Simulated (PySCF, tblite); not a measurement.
**C3H9FGeN radical: geometry, infrared bands and EPR parameters**

What infrared bands and EPR parameters should C3H9FGeN radical (`[CH2][C@H](CF)[GeH2][NH2]`) show?

The runs use tblite 0.8.0 and PySCF 2.14.0, with density-fitted response routines of our own; the level of theory stands in each step. All values are computed, except where a source is named. Atoms count from 0, in the outputs and in this text.

## Step 1: Starting geometry

15 atoms, charge 0, multiplicity 2; geometry from: force field or distance geometry start.

Bonds of the start (Å): C0–C1 1.54, C1–C2 1.54, C2–F3 1.37, C1–Ge4 1.95, Ge4–N5 1.87, C0–H6 1.11, C0–H7 1.11, C1–H8 1.11, C2–H9 1.11, C2–H10 1.12, Ge4–H11 1.55, Ge4–H12 1.55, N5–H13 1.05, N5–H14 1.04.

## Step 2: Relaxing the molecule with GFN2-xTB

The job: settings as JSON, then the geometry in Å.

```
{"job": {"kind": "relax", "xc": "GFN2-xTB", "basis": "xTB"}, "charge": 0, "multiplicity": 2}
C      0.506900    -1.228200     1.031100
C      0.552800    -0.356100    -0.232800
C      1.883700     0.407800    -0.280800
F      2.940600    -0.461400    -0.331800
Ge    -0.950400     0.882900    -0.245500
N     -2.559600    -0.063700    -0.291800
H      0.505900    -0.595700     1.945900
H     -0.401700    -1.862200     1.026400
H      0.488900    -1.021400    -1.114300
H      1.976200     1.071700     0.607000
H      1.897900     1.036900    -1.202200
H     -0.853900     1.768800    -1.518000
H     -0.909600     1.783000     1.020200
H     -2.461500    -0.776900    -1.049700
H     -2.620800    -0.577500     0.614400
```

Started as:

```console
> OMP_NUM_THREADS=1 python probes_run.py task.json out
```

One launch serves the whole session: the jobs run in the order shown.

**Question.** This job is followed by: GFN2-xTB harmonic vibrations, gas phase; UKS B3LYP, def2-TZVP-core on Ge, pcH-1 on C F H N, non-relativistic, mean-field spin-orbit, GIAO. Predict these results of the whole session: strongest single infrared mode (GFN2-xTB); zero-point energy (GFN2-xTB); g(iso) (B3LYP); ⟨S²⟩; largest a(iso) (averaged by class); potential on the surface of density 0.002 e/bohr³, 1st and 99th percentile.

As calculated:

| quantity | value |
| --- | --- |
| strongest single infrared mode (GFN2-xTB) | 1954 cm⁻¹, 502 km/mol |
| zero-point energy (GFN2-xTB) | 67.6 kcal/mol |
| g(iso) (B3LYP) | 2.00234 |
| ⟨S²⟩ | 0.755 (exact 0.75) |
| largest a(iso) (averaged by class) | 73Ge on Ge4, -82.2 MHz |
| potential on the surface of density 0.002 e/bohr³, 1st and 99th percentile | -1.26 V and 1.57 V |

In words: Over 55 steps the energy fell by 0.625 eV; of the close pairs, C1–Ge4 changed most, 1.948 to 2.100 Å. All 39 modes are real, so the xTB geometry is a minimum. The strongest single mode, at 1954 cm⁻¹, moves mainly H12. Unscaled tight-binding wavenumbers are off by several per cent, some by more. Its intensities can rank the bands wrongly. Most of the unpaired spin sits on C0 (0.98 e). The isotropic g lies 0.0 ppt above the free-electron value. The hyperfine terms hold no scalar relativity, which the heavier nuclei need. These values are for one conformer; the search (at its own cheap level) found 1 more, at 0.12 kcal/mol, and measured spectra average over such forms.
